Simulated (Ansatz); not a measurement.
**CrFHO3: small, medium and large basis sets**

One table from this session's results is given with a row withheld; the runs are named, their logs left out.

The runs use Ansatz 0.2.0, Gaussian basis; one geometry, several basis sets.

The runs, in order: PBE0-D4/def2-SVP; ωB97M-V/def2-SVP; PBE0-D4/def2-QZVPP; ωB97M-V/def2-QZVPP; the functionals' def2-TZVPP values are taken from earlier runs.

## Structure used throughout

All runs share one geometry, relaxed beforehand with PBE0-D4 in a triple-zeta def2 set.

SMILES `[O]=[Cr](=[O])([OH])[F]`, 6 atoms, charge 0, spin multiplicity 1.

Atoms are counted from 1 here; the program's logs count them from 0.

Bond lengths: O1–Cr2 1.541 Å, Cr2–O3 1.539 Å, Cr2–O4 1.731 Å, Cr2–F5 1.710 Å, O4–H6 0.965 Å. Angles: O1–Cr2–O3 109.8°, O1–Cr2–O4 109.8°, O1–Cr2–F5 109.3°, O3–Cr2–O4 108.4°, O3–Cr2–F5 110.1°, O4–Cr2–F5 109.5°, Cr2–O4–H6 115.9°.

Set-up of the first run:

The input, in.yaml:

```yaml
crystal:
  periodic: [false, false, false]
  atoms:
    - {symbol: O, position_ang: [-0.181290, -1.579925, -0.331215]}
    - {symbol: Cr, position_ang: [0.372744, -0.190252, 0.039112]}
    - {symbol: O, position_ang: [1.187872, -0.283864, 1.341441]}
    - {symbol: O, position_ang: [-0.936545, 0.912871, 0.293145]}
    - {symbol: F, position_ang: [1.362816, 0.380573, -1.233101]}
    - {symbol: H, position_ang: [-1.763396, 0.696496, -0.155681]}
basis:
  gaussian: {orbitals: def2-SVP}
hamiltonian: {xc: pbe0, dispersion: d4}
output: {orbitals: {seedname: orbitals}}
```

Steps of the session up to this table: PBE0-D4 in def2-SVP; ωB97M-V in def2-SVP; PBE0-D4 in def2-QZVPP; ωB97M-V in def2-QZVPP.

One of the session's tables, all rows but one given; the rest of the session is left out.

It belongs to the step «Functionals by basis». 

```
functional       basis  HOMO (eV)  LUMO (eV)
   PBE0-D4    def2-SVP     -10.03      -4.42
   PBE0-D4  def2-TZVPP     -10.05      -4.33
   PBE0-D4  def2-QZVPP     -10.03      -4.31
   ωB97M-V    def2-SVP     -12.40      -2.10
   ωB97M-V  def2-TZVPP          ?          ?
   ωB97M-V  def2-QZVPP     -12.44      -2.03
```

**Question.** Estimate the row for ωB97M-V, def2-TZVPP.

**Answer.** HOMO (eV): -12.46; LUMO (eV): -2.06. In the column «HOMO (eV)» it is the lowest.
